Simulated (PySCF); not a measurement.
# NiBr₂: ligand-field states, spin distribution, part 2 of 2

PySCF 2.14.0. Atoms count from 0.

### 7 Spin distribution: unrestricted DFT, spin states

The job: settings as JSON, then the geometry in Å.

```
{"job": {"kind": "spin", "xc": "PBE0"}, "charge": 0, "metal": "Ni", "open_shell": "d8"}
Ni     0.000000     0.000000     0.000000
Br     0.000000     0.000000     2.200920
Br    -0.000000     0.000000    -2.200970
```

With the program's defaults for keys left out, this is: unrestricted DFT energies of the spin multiplicities at one geometry, beside CASSCF and NEVPT2 of the metal shell.

Output:

```text
multiplicity 3
final grid: 39192 points
cycle   1  E = -6731.5029434006  dE = -5.320e-02  |g| = 1.321e-01  |ddm| = 4.775e-01
cycle   2  E = -6731.5068091880  dE = -3.866e-03  |g| = 1.096e-01  |ddm| = 2.183e-01
cycle   3  E = -6731.5103330093  dE = -3.524e-03  |g| = 1.060e-01  |ddm| = 1.530e-01
cycle   4  E = -6731.5133500901  dE = -3.017e-03  |g| = 2.736e-02  |ddm| = 4.242e-02
cycle   5  E = -6731.5162480912  dE = -2.898e-03  |g| = 2.206e-02  |ddm| = 9.599e-02
cycle   6  E = -6731.5182747785  dE = -2.027e-03  |g| = 2.060e-02  |ddm| = 7.451e-02
cycle   7  E = -6731.5204442854  dE = -2.170e-03  |g| = 2.146e-02  |ddm| = 9.664e-02
cycle   8  E = -6731.5227482283  dE = -2.304e-03  |g| = 1.073e-02  |ddm| = 1.491e-01
cycle   9  E = -6731.5233015671  dE = -5.533e-04  |g| = 8.686e-03  |ddm| = 8.580e-02
cycle  10  E = -6731.5232894087  dE =  1.216e-05  |g| = 5.321e-03  |ddm| = 9.235e-03
cycle  11  E = -6731.5233708468  dE = -8.144e-05  |g| = 7.144e-03  |ddm| = 4.862e-02
cycle  12  E = -6731.5233860217  dE = -1.517e-05  |g| = 2.782e-03  |ddm| = 7.733e-03
cycle  13  E = -6731.5233889308  dE = -2.909e-06  |g| = 3.264e-04  |ddm| = 3.858e-03
cycle  14  E = -6731.5233890256  dE = -9.478e-08  |g| = 9.257e-05  |ddm| = 1.344e-03
converged SCF energy = -6731.5233890256
multiplicity 1
final grid: 39192 points
cycle   1  E = -6731.4394331823  dE = -5.930e-02  |g| = 1.758e-01  |ddm| = 4.452e-01
cycle   2  E = -6731.4234012835  dE =  1.603e-02  |g| = 3.908e-01  |ddm| = 2.413e-01
cycle   3  E = -6731.4457787503  dE = -2.238e-02  |g| = 8.898e-02  |ddm| = 1.488e-01
cycle   4  E = -6731.4479009125  dE = -2.122e-03  |g| = 4.538e-02  |ddm| = 7.906e-02
cycle   5  E = -6731.4484609094  dE = -5.600e-04  |g| = 5.416e-03  |ddm| = 2.894e-02
cycle   6  E = -6731.4484712377  dE = -1.033e-05  |g| = 2.517e-03  |ddm| = 6.743e-03
cycle   7  E = -6731.4484728799  dE = -1.642e-06  |g| = 3.560e-04  |ddm| = 1.752e-03
cycle   8  E = -6731.4484729109  dE = -3.104e-08  |g| = 4.845e-05  |ddm| = 2.047e-04
converged SCF energy = -6731.4484729109
```

It took 10 s on 1 thread of Arm Neoverse V2, shared host; peak memory 0.45 GiB.

### 8 Ligand-field states: state-averaged CASSCF (basis x2c-TZVPall)

The job: settings as JSON, then the geometry in Å.

```
{"job": {"kind": "lf", "basis": "x2c-TZVPall", "nevpt": true}, "charge": 0, "metal": "Ni", "open_shell": "d8"}
Ni     0.000000     0.000000     0.000000
Br     0.000000     0.000000     2.200920
Br    -0.000000     0.000000    -2.200970
```

With the program's defaults for keys left out, this is: state-averaged CASSCF of the metal d shell, SC-NEVPT2 on the averaged canonical orbitals, state-interaction spin-orbit coupling.

Output:

```text
basis functions 144, electrons 98, active (8e, 5o)
stage 1: DIIS on the effective Fock matrix, level shift 0.30
cycle   1  E = -6722.1097423094  dE = -6.722e+03  max|g| = 2.976e+00
cycle   2  E = -6724.9716427988  dE = -2.862e+00  max|g| = 2.517e+00
cycle   3  E = -6721.9820886533  dE =  2.990e+00  max|g| = 3.240e+00
cycle   4  E = -6727.8223510154  dE = -5.840e+00  max|g| = 2.472e-01
cycle   5  E = -6728.0349511556  dE = -2.126e-01  max|g| = 1.612e-01
cycle   6  E = -6728.0587093807  dE = -2.376e-02  max|g| = 5.537e-02
cycle   7  E = -6728.0431518940  dE =  1.556e-02  max|g| = 7.777e-02
cycle   8  E = -6728.0133411521  dE =  2.981e-02  max|g| = 1.159e-01
cycle   9  E = -6727.9822055153  dE =  3.114e-02  max|g| = 1.095e-01
cycle  10  E = -6727.8498531452  dE =  1.324e-01  max|g| = 2.403e-01
cycle  11  E = -6727.7743333005  dE =  7.552e-02  max|g| = 3.277e-01
cycle  12  E = -6727.5900751871  dE =  1.843e-01  max|g| = 5.410e-01
cycle  13  E = -6727.4441514131  dE =  1.459e-01  max|g| = 7.099e-01
cycle  14  E = -6727.1955453244  dE =  2.486e-01  max|g| = 8.559e-01
cycle  15  E = -6727.0415473149  dE =  1.540e-01  max|g| = 8.644e-01
stage 2: quasi-Newton rotations from the point of smallest gradient
cycle  17  E = -6728.0701180753  dE = -1.141e-02  max|g| = 3.489e-02
cycle  18  E = -6728.0705494096  dE = -4.313e-04  max|g| = 1.933e-02
cycle  19  E = -6728.0707172920  dE = -1.679e-04  max|g| = 3.971e-03
cycle  20  E = -6728.0707317646  dE = -1.447e-05  max|g| = 1.031e-03
cycle  21  E = -6728.0707336170  dE = -1.852e-06  max|g| = 2.611e-04
cycle  22  E = -6728.0707338310  dE = -2.139e-07  max|g| = 1.052e-04
cycle  23  E = -6728.0707338489  dE = -1.794e-08  max|g| = 3.232e-05
cycle  24  E = -6728.0707338505  dE = -1.555e-09  max|g| = 7.135e-06
converged average energy = -6728.0707338505

 mult deg   label        CASSCF/cm-1   NEVPT2/cm-1
   3   1   3Sigmag-            0.0           0.0
   3   2   3Pig              343.0         798.9
   3   2   3Deltag          1172.0        2629.1
   3   2   3Phig            1551.2        3028.0
   1   2   1Deltag         15636.8       13986.8
   1   2   1Pig            16429.3       15018.7
   1   1   1Sigmag+        16468.9       15196.1
   3   2   3Pig            18372.8       15800.5
   1   1   1Sigmag+        22739.1       20332.7
   1   2   1Pig            22964.1       20760.1
   3   1   3Sigmag-        22427.7       22143.2
   1   2   1Deltag         24084.2       22318.8
   1   2   1Phig           26124.0       25227.1
   1   2   1Gammag         28959.8       30058.5
   1   1   1Sigmag+        60956.3       53120.3

spin-orbit levels / cm-1
      0.00  x1  3Sigmag- 0.73 3Pig 0.27
    162.32  x2  3Sigmag- 0.69 3Pig 0.30
    928.22  x2  3Pig 0.91 3Deltag 0.08
   1760.82  x2  3Pig 0.64 3Sigmag- 0.30 3Deltag 0.06
   1800.85  x1  3Pig 1.00
   2385.66  x1  3Pig 0.73 3Sigmag- 0.27
   2428.56  x2  3Deltag 0.85 3Phig 0.15
   2679.17  x2  3Phig 1.00
   3321.41  x2  3Deltag 0.81 3Phig 0.11 3Pig 0.08
   3920.15  x2  3Phig 0.85 3Deltag 0.15
   4091.44  x2  3Deltag 0.93 3Pig 0.07
   4810.36  x2  3Phig 0.89 3Deltag 0.10
  14360.26  x2  1Deltag 0.81 3Pig 0.18
  15250.49  x2  1Pig 0.71 3Pig 0.28
  15615.65  x1  1Sigmag+ 0.80 3Pig 0.18
  16555.29  x2  3Pig 0.82 1Deltag 0.18
  16804.25  x1  3Pig 1.00
  16932.61  x2  3Pig 0.72 1Pig 0.28
  16991.83  x1  3Pig 0.81 1Sigmag+ 0.19
  21019.34  x1  1Sigmag+ 0.98
  21447.49  x2  1Pig 0.98
  22901.45  x2  3Sigmag- 0.98
  22905.08  x1  3Sigmag- 0.97
  23017.55  x2  1Deltag 1.00
  25920.23  x2  1Phig 1.00
  30751.57  x2  1Gammag 1.00
  53870.15  x1  1Sigmag+ 1.00
```

It took 7.2 s on 1 thread of Arm Neoverse V2, shared host; peak memory 0.4 GiB.

From this job:

| quantity | value |
| --- | --- |
| spin-orbit constant ζ | 634 cm⁻¹ |

Powder susceptibility:

| T (K) | χT (cm³ K/mol) | μ(eff) |
| --- | --- | --- |
| 2 | 0.059 | 0.68 |
| 20 | 0.585 | 2.16 |
| 100 | 2.314 | 4.30 |
| 300 | 2.990 | 4.89 |

### 9 Ligand-field states: state-averaged CASSCF (avg hs)

The job: settings as JSON, then the geometry in Å.

```
{"job": {"kind": "lf", "basis": {"metal": "x2c-TZVPall", "ligand": "x2c-SVPall"}, "nevpt": true, "avg": "hs"}, "charge": 0, "metal": "Ni", "open_shell": "d8"}
Ni     0.000000     0.000000     0.000000
Br     0.000000     0.000000     2.200920
Br    -0.000000     0.000000    -2.200970
```

Method: state-averaged CASSCF of the metal d shell, SC-NEVPT2 on the averaged canonical orbitals, state-interaction spin-orbit coupling.

Output:

```text
basis functions 112, electrons 98, active (8e, 5o)
stage 1: DIIS on the effective Fock matrix, level shift 0.30
cycle   1  E = -6721.7104417952  dE = -6.722e+03  max|g| = 3.027e+00
cycle   2  E = -6724.5243693285  dE = -2.814e+00  max|g| = 2.693e+00
cycle   3  E = -6723.4988049368  dE =  1.026e+00  max|g| = 3.093e+00
cycle   4  E = -6727.0317261856  dE = -3.533e+00  max|g| = 1.634e-01
cycle   5  E = -6726.8798023734  dE =  1.519e-01  max|g| = 2.940e-01
cycle   6  E = -6726.9001636331  dE = -2.036e-02  max|g| = 2.692e-01
cycle   7  E = -6726.9937103730  dE = -9.355e-02  max|g| = 1.728e-01
cycle   8  E = -6727.1379136601  dE = -1.442e-01  max|g| = 1.310e-01
cycle   9  E = -6727.1621964882  dE = -2.428e-02  max|g| = 1.441e-01
cycle  10  E = -6727.0948305909  dE =  6.737e-02  max|g| = 8.712e-02
cycle  11  E = -6727.0560966482  dE =  3.873e-02  max|g| = 1.224e-01
cycle  12  E = -6727.0605270375  dE = -4.430e-03  max|g| = 1.283e-01
cycle  13  E = -6727.0164685514  dE =  4.406e-02  max|g| = 1.431e-01
cycle  14  E = -6727.0528477210  dE = -3.638e-02  max|g| = 1.280e-01
cycle  15  E = -6726.9476815820  dE =  1.052e-01  max|g| = 1.557e-01
stage 2: quasi-Newton rotations from the point of smallest gradient
cycle  17  E = -6727.1756169647  dE = -8.079e-02  max|g| = 4.351e-02
cycle  18  E = -6727.1786039345  dE = -2.987e-03  max|g| = 2.924e-02
cycle  19  E = -6727.1819160728  dE = -3.312e-03  max|g| = 1.412e-02
cycle  20  E = -6727.1819766573  dE = -6.058e-05  max|g| = 1.111e-02
cycle  21  E = -6727.1820118679  dE = -3.521e-05  max|g| = 1.477e-03
cycle  22  E = -6727.1820140600  dE = -2.192e-06  max|g| = 4.133e-04
cycle  23  E = -6727.1820143585  dE = -2.985e-07  max|g| = 1.220e-04
cycle  24  E = -6727.1820143752  dE = -1.670e-08  max|g| = 4.166e-05
cycle  25  E = -6727.1820143765  dE = -1.300e-09  max|g| = 1.055e-05
cycle  26  E = -6727.1820143766  dE = -1.201e-10  max|g| = 3.169e-06
converged average energy = -6727.1820143766

 mult deg   label        CASSCF/cm-1   NEVPT2/cm-1
   3   1   3Sigmag-            0.0           0.0
   3   2   3Pig              350.6         763.8
   3   2   3Deltag          1178.5        2486.2
   3   2   3Phig            1502.5        2841.2
   1   2   1Deltag         15740.8       13988.9
   1   2   1Pig            16501.6       14990.5
   1   1   1Sigmag+        16564.1       15197.5
   3   2   3Pig            18501.7       15812.5
   1   1   1Sigmag+        22927.2       20421.7
   1   2   1Pig            23152.8       20839.9
   3   1   3Sigmag-        22361.0       21803.3
   1   2   1Deltag         24241.9       22348.9
   1   2   1Phig           26177.9       25107.4
   1   2   1Gammag         28867.4       29649.1
   1   1   1Sigmag+        61197.9       53097.7

spin-orbit levels / cm-1
      0.00  x1  3Sigmag- 0.72 3Pig 0.27
    160.48  x2  3Sigmag- 0.68 3Pig 0.31
    895.55  x2  3Pig 0.91 3Deltag 0.09
   1747.57  x2  3Pig 0.62 3Sigmag- 0.32 3Deltag 0.06
   1781.10  x1  3Pig 1.00
   2289.64  x2  3Deltag 0.84 3Phig 0.15
   2380.76  x1  3Pig 0.72 3Sigmag- 0.27
   2508.43  x2  3Phig 1.00
   3197.74  x2  3Deltag 0.80 3Phig 0.11 3Pig 0.09
   3758.48  x2  3Phig 0.84 3Deltag 0.16
   3974.37  x2  3Deltag 0.92 3Pig 0.07
   4646.92  x2  3Phig 0.88 3Deltag 0.11
  14371.82  x2  1Deltag 0.81 3Pig 0.18
  15246.67  x2  1Pig 0.72 3Pig 0.27
  15623.15  x1  1Sigmag+ 0.80 3Pig 0.18
  16586.71  x2  3Pig 0.82 1Deltag 0.18
  16832.14  x1  3Pig 1.00
  16948.53  x2  3Pig 0.73 1Pig 0.27
  17023.52  x1  3Pig 0.81 1Sigmag+ 0.19
  21118.65  x1  1Sigmag+ 0.98
  21536.32  x2  1Pig 0.97
  22585.44  x2  3Sigmag- 0.97
  22590.69  x1  3Sigmag- 0.97
  23062.68  x2  1Deltag 1.00
  25816.01  x2  1Phig 1.00
  30357.52  x2  1Gammag 1.00
  53862.92  x1  1Sigmag+ 1.00
```

Wall time 4.6 s (1 thread of Arm Neoverse V2, shared host); peak memory 0.34 GiB.

Key values:

| quantity | value |
| --- | --- |
| spin-orbit constant ζ | 637 cm⁻¹ |

Powder susceptibility:

| T (K) | χT (cm³ K/mol) | μ(eff) |
| --- | --- | --- |
| 2 | 0.060 | 0.69 |
| 20 | 0.600 | 2.19 |
| 100 | 2.357 | 4.34 |
| 300 | 3.037 | 4.93 |

### 10 The runs side by side

From the NEVPT2 states (cm⁻¹; the spread is that of the fitted one-electron ligand-field levels):

| step | setting | ground state | next state | orbital spread | Racah B | ζ | μ(eff), 300 K |
| --- | --- | --- | --- | --- | --- | --- | --- |
| 3 | as given | 3Sigmag- | 3Pig at 839 | 3571 | 1061 | 634 | 4.87 |
| 8 | basis x2c-TZVPall | 3Sigmag- | 3Pig at 799 | 3663 | 1060 | 634 | 4.89 |
| 9 | avg hs | 3Sigmag- | 3Pig at 764 | 3464 | 1061 | 637 | 4.93 |

### 11 Summary of results

The summary covers parts 1 to 2.

```
                                                         quantity           value
                                                      point group           Dinfh
                             rotational constants (main isotopes)  0.66, 0.66 GHz
            spin-orbit constant ζ (step 3, state-averaged CASSCF)        634 cm⁻¹
ground multiplicity, μ(eff) at 300 K (step 3, 2 donors at 2.20 Å)      3, 4.87 μB
ground multiplicity, μ(eff) at 300 K (step 8, 2 donors at 2.20 Å)      3, 4.89 μB
ground multiplicity, μ(eff) at 300 K (step 9, 2 donors at 2.20 Å)      3, 4.93 μB
```

Over 3 steps the energy fell by 0.139 eV; of the close pairs, Ni0–Br2 changed most, 2.313 to 2.201 Å. No frequency check was run at this level, so the end point may be a saddle. In step 3, χT goes from 0.06 at 2 K to 2.96 cm³ K/mol at 300 K, as higher levels fill or mix in. The spread of the ligand-field levels runs from 3464 cm⁻¹ (avg hs) to 3663 cm⁻¹ (basis x2c-TZVPall); μ(eff) at 300 K: 4.87 to 4.93 μB.
